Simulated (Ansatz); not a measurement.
# BeAg2F4: the cost of one run

Computed with Ansatz 0.2.0 (DFT PBE, scalar-relativistic, plane waves, PAW, unless a step's input says otherwise).

1 further run of the same task is left out (it didn't finish). Runs told in other sessions of the task aren't counted.

## (1) Starting point

Symmetry: I4/mmm, No. 139, tetragonal system. The conventional cell has a = 3.479 Å, b = 3.479 Å, c = 12.773 Å, α = 90.00°, β = 90.00°, γ = 90.00°. Be (site symmetry 4/mmm) is surrounded by 4 F at 1.74 Å. Around Ag (site symmetry 4mm) lie 8 F at 2.21 to 2.53 Å. F (site symmetry mmm) is surrounded by 2 Be at 1.74 Å and 4 Ag at 2.53 Å. Around F (site symmetry -4m2) lie 4 Ag at 2.21 Å.

Structure file:

```cif
data_structure
_symmetry_space_group_name_H-M 'I4/mmm'
_symmetry_Int_Tables_number 139
_cell_length_a 3.4792
_cell_length_b 3.4792
_cell_length_c 12.7726
_cell_angle_alpha 90.000
_cell_angle_beta 90.000
_cell_angle_gamma 90.000
_cell_volume 154.61
loop_
_atom_site_label
_atom_site_type_symbol
_atom_site_symmetry_multiplicity
_atom_site_Wyckoff_symbol
_atom_site_fract_x
_atom_site_fract_y
_atom_site_fract_z
_atom_site_occupancy
Be1 Be 2 a 0.00000 0.00000 0.00000 1
Ag1 Ag 4 e 0.50000 0.50000 0.14375 1
F1 F 4 c 0.50000 0.00000 0.00000 1
F2 F 4 d 0.50000 0.00000 0.25000 1
```

Recipe of the guess: perovskite family, T-prime layers (I4/mmm, No. 139). Lengths come from tabulated atomic sizes and are only a guess.

## (2) The guess as it stands, on a coarse mesh

input.yaml

```yaml
crystal:
  lattice:
    - [-1.73960081, 1.73960081, 6.38630692]
    - [1.73960081, -1.73960081, 6.38630692]
    - [1.73960081, 1.73960081, -6.38630692]
  atoms:
    - { symbol: Be, position: [0.0, 0.0, 0.0] }
    - { symbol: Ag, position: [0.64375, 0.64375, 0.0] }
    - { symbol: Ag, position: [0.35625, 0.35625, 0.0] }
    - { symbol: F, position: [0.0, 0.5, 0.5] }
    - { symbol: F, position: [0.5, 0.0, 0.5] }
    - { symbol: F, position: [0.25, 0.75, 0.5] }
    - { symbol: F, position: [0.75, 0.25, 0.5] }
basis:
  ecutwfc: 420
kpoints:
  mp_grid: { grid: [8, 8, 8] }
hamiltonian:
  xc: pbe
scf:
  occupations: { method: gaussian, width: 0.1 }
  lower_state_search: "off"
output:
  forces: true
  stress: true
  eigenvalues: true
```

Launch:

```sh
$ ansatz run input.yaml --threads 1 --pin off --max-ram 2560MiB --backend cpu --events-out ev --progress --plain --runs-dir out
```

**Question.** How long does this run take on 1 thread of Intel Xeon at 2.50GHz (Skylake/Cascade Lake), shared host, and how much memory does it need?

About 17 s, with a peak of 0.44 GiB.
